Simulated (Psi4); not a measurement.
# doublet AlGeNH4O+ at 3 levels

Aim: a comparison of 3 runs (UBLYP/6-31G*, UM06-L/6-31G*, USVWN5/6-31G*) of doublet AlGeNH4O+. 

The results are computed with Psi4 1.11.

## Step 1: The system as given

AlGeNH4O+ has 8 atoms, charge +1, and is taken as a doublet. SMILES of the parent species: `[NH2][GeH]1[O][AlH]1`. The coordinates come from a PBE0-D4/def2-TZVP relaxation. This is one conformer, not always the lowest. That shape belongs to the parent species and isn't relaxed for this state.

Bond lengths: N1–Ge2 1.822 Å, Ge2–O3 1.896 Å, Ge2–Al4 2.331 Å, O3–Al4 1.699 Å, N1–H5 1.009 Å, N1–H6 1.008 Å, Ge2–H7 1.543 Å, Al4–H8 1.577 Å. Some angles: N1–Ge2–O3 114.7°, N1–Ge2–Al4 126.9°, O3–Ge2–Al4 46.0°, Ge2–O3–Al4 80.7°, Ge2–Al4–O3 53.4°, N1–Ge2–H7 103.9°, O3–Ge2–H7 108.8°, Al4–Ge2–H7 128.4°, Ge2–N1–H5 116.8°, Ge2–N1–H6 117.5°.

## Step 2: The energy at UBLYP/6-31G(d) (spherical functions) (run 1)

calc.py

```python
import psi4

psi4.set_memory('1600 MB')
psi4.set_num_threads(1)
psi4.set_output_file('psi4.out', False)

molecule = psi4.geometry("""
1 2
N     -1.89104893     2.51409164     0.97207512
Ge     0.45183352     0.00018897     1.18466931
O      2.22515251    -0.65384524    -1.85854564
Al     0.81541682    -3.50903244    -1.45338836
H     -1.25213253     4.30177255     1.15632342
H     -3.17870831     2.40221985    -0.42726708
H      2.33929197     0.96735080     3.18494441
H      0.66461668    -6.13046052    -2.86406891
units au
symmetry c1
""")

options = {'basis': '6-31G*', 'reference': 'uks', 'puream': True, 'e_convergence': 1e-09, 'd_convergence': 1e-08, 'scf_type': 'pk', 'dft_radial_points': 99, 'dft_spherical_points': 590, 'maxiter': 100}
psi4.set_options(options)

result, w = psi4.energy("blyp", return_wfn=True)
psi4.oeprop(w, "LOWDIN_CHARGES", "DIPOLE", "MULLIKEN_CHARGES", title="BLYP")
print('E =', round(result, 9))
```

The run is started by

```console
$ python calc.py
```

psi4.out:

```text
[...]
  Running in c1 symmetry.
[...]
  Nuclear repulsion =  340.293350484483199
[...]
  Multiplicity = 2
[...]
  Nalpha       = 32
  Nbeta        = 31
[...]
    Number of basis functions: 86
[...]
   @UKS iter   1: -2449.58357822990547   -1.41810e+00   3.36059e-02 ADIIS/DIIS
[...]
   @UKS iter  18: -2451.26332547556922   -4.54747e-13   3.84295e-09 DIIS
[...]
   @S^2 Observed:                7.528274279E-01
[...]
  @UKS Final Energy: -2451.26332547556922
   => Energetics <=
    Nuclear Repulsion Energy =            340.2933504844831987
    One-Electron Energy =               -4075.5358324343906133
    Two-Electron Energy =                1398.4227908878008293
    DFT Exchange-Correlation Energy =    -114.4436344134630730
    Empirical Dispersion Energy =           0.0000000000000000
    VV10 Nonlocal Energy =                  0.0000000000000000
    Total Energy =                      -2451.2633254755692178
[...]
 Multipole Moments:
 ------------------------------------------------------------------------------------
     Multipole            Electronic (a.u.)      Nuclear  (a.u.)        Total (a.u.)
 ------------------------------------------------------------------------------------
 L = 1.  Multiply by 2.5417464519 to convert [e a0] to [Debye]
 Dipole X            :          1.0955574           -1.7206821           -0.6251248
 Dipole Y            :         -1.4723769            0.7239704           -0.7484066
 Dipole Z            :          3.4890333           -3.7933523           -0.3043190
 Magnitude           :                                                    1.0215201
[...]
  Mulliken Charges: (a.u.)
   Center  Symbol    Alpha    Beta     Spin     Total
       1     N     3.91479  3.69900  0.21578 -0.61379
       2    GE    15.92010 15.68727  0.23283  0.39263
       3     O     4.37023  4.02417  0.34606 -0.39440
       4    AL     6.22337  6.10890  0.11447  0.66774
       5     H     0.31047  0.30398  0.00649  0.38555
       6     H     0.31471  0.32183 -0.00712  0.36346
       7     H     0.45350  0.41135  0.04215  0.13514
       8     H     0.49283  0.44349  0.04934  0.06368
   Total alpha = 32.00000, Total beta = 31.00000, Total charge =  1.00000
[...]
```

On the terminal:

```text
E = -2451.263325476
```

It took 40 s on 1 thread of Intel Xeon Platinum 8259CL at 2.50GHz (Skylake/Cascade Lake), shared host; peak memory 0.77 GiB.

## Step 3: Energy and gradient at UM06-L/6-31G(d) (spherical functions) (run 2)

run.py

```python
import psi4

psi4.set_memory('1600 MB')
psi4.set_num_threads(1)
psi4.core.set_output_file('output.dat', False)

molecule = psi4.geometry("""
1 2
N     -1.89104893     2.51409164     0.97207512
Ge     0.45183352     0.00018897     1.18466931
O      2.22515251    -0.65384524    -1.85854564
Al     0.81541682    -3.50903244    -1.45338836
H     -1.25213253     4.30177255     1.15632342
H     -3.17870831     2.40221985    -0.42726708
H      2.33929197     0.96735080     3.18494441
H      0.66461668    -6.13046052    -2.86406891
units bohr
symmetry c1
""")

options = {'basis': '6-31G*', 'reference': 'uks', 'puream': True, 'e_convergence': 1e-09, 'd_convergence': 1e-08, 'scf_type': 'pk', 'dft_radial_points': 99, 'dft_spherical_points': 590, 'maxiter': 100}
psi4.set_options(options)

result, w = psi4.gradient("M06-L", return_wfn=True)
psi4.oeprop(w, "DIPOLE", "WIBERG_LOWDIN_INDICES", "LOWDIN_CHARGES", title="M06-L")
print('gradient / Eh bohr^-1')
print(result.np.round(6))
print(f'energy = {w.energy():.10f} Eh')
for k, v in sorted(psi4.core.scalar_variables().items()):
    print(f'{k:45s} {v:18.10f}')
```

The run is started by

```console
$ python run.py
```

output.dat:

```text
[...]
  Running in c1 symmetry.
[...]
  Nuclear repulsion =  340.293350484483199
[...]
  Multiplicity = 2
[...]
  Nalpha       = 32
  Nbeta        = 31
[...]
    Number of basis functions: 86
[...]
   @UKS iter   1: -2449.60081908236225   -1.70509e+00   3.28787e-02 ADIIS/DIIS
[...]
   @UKS iter  17: -2451.15779122318781   -1.00044e-11   6.69099e-09 DIIS
[...]
   @S^2 Observed:                7.549149208E-01
[...]
  @UKS Final Energy: -2451.15779122318781
   => Energetics <=
    Nuclear Repulsion Energy =            340.2933504844831987
    One-Electron Energy =               -4076.5096884721115202
    Two-Electron Energy =                1399.5003805651442690
    DFT Exchange-Correlation Energy =    -114.4418338007033640
    Empirical Dispersion Energy =           0.0000000000000000
    VV10 Nonlocal Energy =                  0.0000000000000000
    Total Energy =                      -2451.1577912231878145
[...]
  -Total Gradient:
     Atom            X                  Y                   Z
    ------   -----------------  -----------------  -----------------
       1       -0.005584678763     0.019126567908     0.011231083399
       2       -0.005874041968    -0.058135766309    -0.023924418359
       3        0.006036629236    -0.003062974830    -0.005516239044
       4       -0.004040367132     0.045503096408     0.032489906002
       5        0.000487738080    -0.006314930088    -0.010708538855
       6        0.005782928101    -0.001985434067     0.003880253562
       7        0.000756594246     0.007954049607    -0.001265445025
       8        0.002220607831    -0.003299146973    -0.006023291754
[...]
 Multipole Moments:
 ------------------------------------------------------------------------------------
     Multipole            Electronic (a.u.)      Nuclear  (a.u.)        Total (a.u.)
 ------------------------------------------------------------------------------------
 L = 1.  Multiply by 2.5417464519 to convert [e a0] to [Debye]
 Dipole X            :          1.1501914           -1.7206821           -0.5704907
 Dipole Y            :         -1.6332748            0.7239704           -0.9093044
 Dipole Z            :          3.5075477           -3.7933523           -0.2858046
 Magnitude           :                                                    1.1108458
[...]
```

Standard output:

```text
gradient / Eh bohr^-1
[[-0.005585  0.019127  0.011231]
 [-0.005874 -0.058136 -0.023924]
 [ 0.006037 -0.003063 -0.005516]
 [-0.00404   0.045503  0.03249 ]
 [ 0.000488 -0.006315 -0.010709]
 [ 0.005783 -0.001985  0.00388 ]
 [ 0.000757  0.007954 -0.001265]
 [ 0.002221 -0.003299 -0.006023]]
energy = -2451.1577912232 Eh
CURRENT ENERGY                                  -2451.1577912232
CURRENT REFERENCE ENERGY                        -2451.1577912232
DD SOLVATION ENERGY                                 0.0000000000
DFT FUNCTIONAL TOTAL ENERGY                     -2451.1577912232
DFT TOTAL ENERGY                                -2451.1577912232
DFT VV10 ENERGY                                     0.0000000000
DFT XC ENERGY                                    -114.4418338007
GRID ELECTRONS ALPHA                               32.0000003036
GRID ELECTRONS BETA                                31.0000001374
GRID ELECTRONS TOTAL                               63.0000004410
NUCLEAR REPULSION ENERGY                          340.2933504845
ONE-ELECTRON ENERGY                             -4076.5096884721
PCM POLARIZATION ENERGY                             0.0000000000
PE ENERGY                                           0.0000000000
SCF ITERATION ENERGY                            -2451.1577912232
SCF ITERATIONS                                     17.0000000000
SCF TOTAL ENERGY                                -2451.1577912232
TWO-ELECTRON ENERGY                              1399.5003805651
XC GRID RADIAL POINTS                              99.0000000000
XC GRID SPHERICAL POINTS                          590.0000000000
XC GRID TOTAL POINTS                           444351.0000000000
```

It took 92 s on 1 thread of Intel Xeon Platinum 8259CL at 2.50GHz (Skylake/Cascade Lake), shared host; peak memory 1 GiB.

## Step 4: Energy and forces at USVWN5/6-31G(d) (spherical functions) (run 3)

input.inp

```
memory 1600 MB

molecule {
  1 2
  N
  Ge 1 r2
  O 2 r3 1 a3
  Al 3 r4 2 a4 1 d4
  H 1 r5 2 a5 3 d5
  H 1 r6 5 a6 2 d6
  H 2 r7 1 a7 6 d7
  H 4 r8 3 a8 2 d8

  r2 = 1.821938
  r3 = 1.895724
  a3 = 114.68919
  r4 = 1.698618
  a4 = 80.66373
  d4 = -118.38144
  r5 = 1.009323
  a5 = 116.77169
  d5 = -82.86284
  r6 = 1.008043
  a6 = 110.6364
  d6 = -138.03046
  r7 = 1.542713
  a7 = 103.92794
  d7 = 170.9387
  r8 = 1.577325
  a8 = 138.13807
  d8 = 178.90689
  units angstrom
  symmetry c1
  no_reorient
  no_com
}

set {
  basis                6-31G*
  reference            uks
  puream               true
  e_convergence        1e-09
  d_convergence        1e-08
  scf_type             pk
  dft_radial_points    99
  dft_spherical_points 590
  maxiter              100
}

e, wfn = gradient('scf', dft_functional={"name": "SVWN5", "x_functionals": {"LDA_X": {}}, "c_functionals": {"LDA_C_VWN": {}}}, return_wfn=True)
oeprop(wfn, 'DIPOLE', 'MAYER_INDICES', 'WIBERG_LOWDIN_INDICES')
print_variables()
```

The run is started by

```console
$ psi4 -n 1 input.inp input.out
```

input.out:

```text
[...]
  Running in c1 symmetry.
[...]
  Nuclear repulsion =  340.293310816257929
[...]
  Multiplicity = 2
[...]
  Nalpha       = 32
  Nbeta        = 31
[...]
    Number of basis functions: 86
[...]
   @UKS iter   1: -2444.37096800455538   -1.37334e+00   3.34966e-02 ADIIS/DIIS
[...]
   @UKS iter  17: -2446.03317281537602   -5.91172e-12   4.52508e-09 DIIS
[...]
   @S^2 Observed:                7.516052100E-01
[...]
  @UKS Final Energy: -2446.03317281537602
   => Energetics <=
    Nuclear Repulsion Energy =            340.2933108162579288
    One-Electron Energy =               -4075.6437837844982823
    Two-Electron Energy =                1398.4621238142672155
    DFT Exchange-Correlation Energy =    -109.1448236614029099
    Empirical Dispersion Energy =           0.0000000000000000
    VV10 Nonlocal Energy =                  0.0000000000000000
    Total Energy =                      -2446.0331728153760196
[...]
  -Total Gradient:
     Atom            X                  Y                   Z
    ------   -----------------  -----------------  -----------------
       1        0.011389470443     0.006323486905    -0.029345809811
       2       -0.041287599623    -0.004642592021     0.034457599378
       3        0.001002931399    -0.014642212778     0.010894415165
       4        0.028408416927     0.021711694324    -0.027641618526
       5       -0.016642897415    -0.010495293027     0.008253833200
       6        0.012446325585     0.008055707200     0.008684317989
       7        0.002281480182    -0.002783726482    -0.005161442237
       8        0.002365947585    -0.003530171230    -0.000139663703
[...]
 Multipole Moments:
 ------------------------------------------------------------------------------------
     Multipole            Electronic (a.u.)      Nuclear  (a.u.)        Total (a.u.)
 ------------------------------------------------------------------------------------
 L = 1.  Multiply by 2.5417464519 to convert [e a0] to [Debye]
 Dipole X            :          0.6856619           -1.7013434           -1.0156815
 Dipole Y            :          3.2939394           -3.3526845           -0.0587452
 Dipole Z            :          2.0433355           -1.9337371            0.1095984
 Magnitude           :                                                    1.0232653
[...]
```

Run time: 35 s. Hardware: 1 thread of Intel Xeon Platinum 8259CL at 2.50GHz (Skylake/Cascade Lake), shared host; peak memory 0.56 GiB.

## Step 5: The series

| run | level | task | energy (Eh) | HOMO energy (eV) | LUMO energy (eV) | ⟨S²⟩ | wall time |
| --- | --- | --- | --- | --- | --- | --- | --- |
| 1 | UBLYP/6-31G* (spherical functions) | energy | -2451.263325 | -11.45 | -10.81 | 0.753 | 40 s |
| 2 | UM06-L/6-31G* (spherical functions) | gradient | -2451.157791 | -11.68 | -10.87 | 0.755 | 92 s |
| 3 | USVWN5/6-31G* (spherical functions) | gradient | -2446.033173 | -11.78 | -11.16 | 0.752 | 35 s |

## Step 6: Outcome

```
                                 quantity           value
                      run 3: total energy  -2446.03317 Eh
run 3: HOMO energy (highest over α and β)       -11.78 eV
 run 3: LUMO energy (lowest over α and β)       -11.16 eV
                              run 3: ⟨S²⟩           0.752
          run 3: largest force on an atom      2.776 eV/Å
```

In words: Totals of different functionals can't be ranked against each other. All runs together took 2.8 min, the longest 92 s.
